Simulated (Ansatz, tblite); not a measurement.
# SbMe2I (C2H6ISb): rung by rung

Aim: run the singlet of SbMe2I (C2H6ISb) at one geometry on many levels, and compare frontier levels, spin and run time.

Program: Ansatz 0.2.0, Gaussian basis. Level of theory: as each input shows. These are calculated values, not measurements.

Levels to be run: GFN1-xTB, GFN2-xTB, PBE-D4/def2-TZVP, r2SCAN-D4/def2-TZVP, revPBE-D4/def2-TZVP, B3LYP-D4/def2-TZVP, HF/def2-TZVP, ωB97X-V/def2-TZVP, CAM-B3LYP-D4/def2-TZVP, PBE-QIDH/def2-TZVP, B2PLYP/def2-TZVP, PBE-D4/def2-SVP, PBE0-D4/def2-SVP, PBE0-D4/def2-TZVPD, PBE-D4/def2-TZVPD, r2SCAN-D4/def2-TZVPD, CCSD(T)/def2-SVP, MP2/def2-TZVP, RPA/def2-TZVP.

## (1) The relaxed structure

The singlet was relaxed beforehand with B3LYP-D4/def2-SVP.

10 atoms, charge 0, spin multiplicity 1.

Bond lengths: Sb1–C2 2.189 Å, Sb1–C6 2.189 Å, Sb1–I10 2.787 Å, C2–H3 1.098 Å, C2–H4 1.099 Å, C2–H5 1.102 Å, C6–H7 1.099 Å, C6–H8 1.099 Å, C6–H9 1.102 Å. Angles: C2–Sb1–C6 93.6°, C2–Sb1–I10 95.3°, C6–Sb1–I10 95.3°, Sb1–C2–H3 109.8°, Sb1–C2–H4 109.6°, Sb1–C2–H5 108.4°, H3–C2–H4 109.8°, H3–C2–H5 109.9°, H4–C2–H5 109.3°, Sb1–C6–H7 109.6°, Sb1–C6–H8 109.8°, Sb1–C6–H9 108.4°, H7–C6–H8 109.8°, H7–C6–H9 109.3°, H8–C6–H9 109.9°.

I, Sb take a core potential in the def2 sets. No spin-orbit coupling is included.

PBE0-D4/def2-TZVP was run before; its log isn't repeated, and its numbers join the tables.

## (2) GFN1-xTB

Tight binding, by tblite at 300 K electronic temperature and without a spin-polarisation term:

```python
tblite.interface.Calculator('GFN1-xTB', numbers, positions, charge=0, uhf=0).singlepoint()
```

Energy -380.2481 eV, HOMO -11.00 eV, LUMO -6.46 eV; 0.005 s.

## (3) GFN2-xTB

Tight binding, by tblite at 300 K electronic temperature and without a spin-polarisation term:

```python
tblite.interface.Calculator('GFN2-xTB', numbers, positions, charge=0, uhf=0).singlepoint()
```

Energy -365.0063 eV, HOMO -10.70 eV, LUMO -6.89 eV; 0.004 s.

## (4) PBE-D4/def2-TZVP

start.molden holds the orbitals of an earlier run on this state, given as this run's starting guess.

in.yaml reads:

```yaml
crystal:
  periodic: [false, false, false]
  atoms:
    - {symbol: Sb, position_ang: [-0.316107, -0.545249, 1.180002]}
    - {symbol: C, position_ang: [1.546236, -0.514899, 0.030009]}
    - {symbol: H, position_ang: [1.319656, -0.498762, -1.044743]}
    - {symbol: H, position_ang: [2.142860, -1.405645, 0.270733]}
    - {symbol: H, position_ang: [2.112105, 0.388860, 0.306863]}
    - {symbol: C, position_ang: [-1.216067, 1.084578, 0.028769]}
    - {symbol: H, position_ang: [-2.289346, 1.146794, 0.255757]}
    - {symbol: H, position_ang: [-1.073298, 0.905036, -1.045515]}
    - {symbol: H, position_ang: [-0.726760, 2.027980, 0.319002]}
    - {symbol: I, position_ang: [-1.499270, -2.588702, -0.300887]}
basis:
  gaussian: {orbitals: def2-TZVP, initial_orbitals: start.molden}
hamiltonian: {xc: pbe, dispersion: d4}
scf: {omitted_lower_state_checks: [starts]}
output: {orbitals: {seedname: orbitals}}
```

Command:

```bash
> ansatz run in.yaml --threads 2 --pin off --events-out ev --progress --plain --max-ram 4352MiB
```

Further steps of the session: r2SCAN-D4/def2-TZVP; revPBE-D4/def2-TZVP; B3LYP-D4/def2-TZVP; HF/def2-TZVP; ωB97X-V/def2-TZVP; CAM-B3LYP-D4/def2-TZVP; PBE-QIDH/def2-TZVP; B2PLYP/def2-TZVP; PBE-D4/def2-SVP; PBE0-D4/def2-SVP; PBE0-D4/def2-TZVPD; PBE-D4/def2-TZVPD; r2SCAN-D4/def2-TZVPD; CCSD(T)/def2-SVP; MP2/def2-TZVP; RPA/def2-TZVP.

Q: Predict the results of all the runs planned. Wanted: gap in def2-TZVP, named functionals and Hartree-Fock, smallest and largest; correlation energy, CCSD(T)/def2-SVP; correlation energy, MP2/def2-TZVP; binding an atom, CCSD(T)/def2-SVP; PBE0 total energy, smallest basis above largest.

The runs gave:

| quantity | value |
| --- | --- |
| gap in def2-TZVP, named functionals and Hartree-Fock, smallest and largest | 3.30 eV (PBE-D4), 10.18 eV (HF) |
| correlation energy, CCSD(T)/def2-SVP | -16.20 eV |
| correlation energy, MP2/def2-TZVP | -32.38 eV |
| binding an atom, CCSD(T)/def2-SVP | 3.186 eV |
| PBE0 total energy, smallest basis above largest | 2.96 eV (def2-SVP, def2-TZVPD) |

Over the named functionals and Hartree-Fock in def2-TZVP the gap runs from 3.30 eV (PBE-D4) to 10.18 eV (HF); exact exchange widens it. The functionals in def2-TZVP miss CCSD(T)/def2-SVP by +0.209 (revPBE-D4) to +0.285 eV (PBE-D4) an atom. The yardstick is in a double-zeta basis, so levels in larger sets aren't compared like for like. CCSD(T)/def2-SVP isn't at the basis-set limit; small misses against it rank nothing.
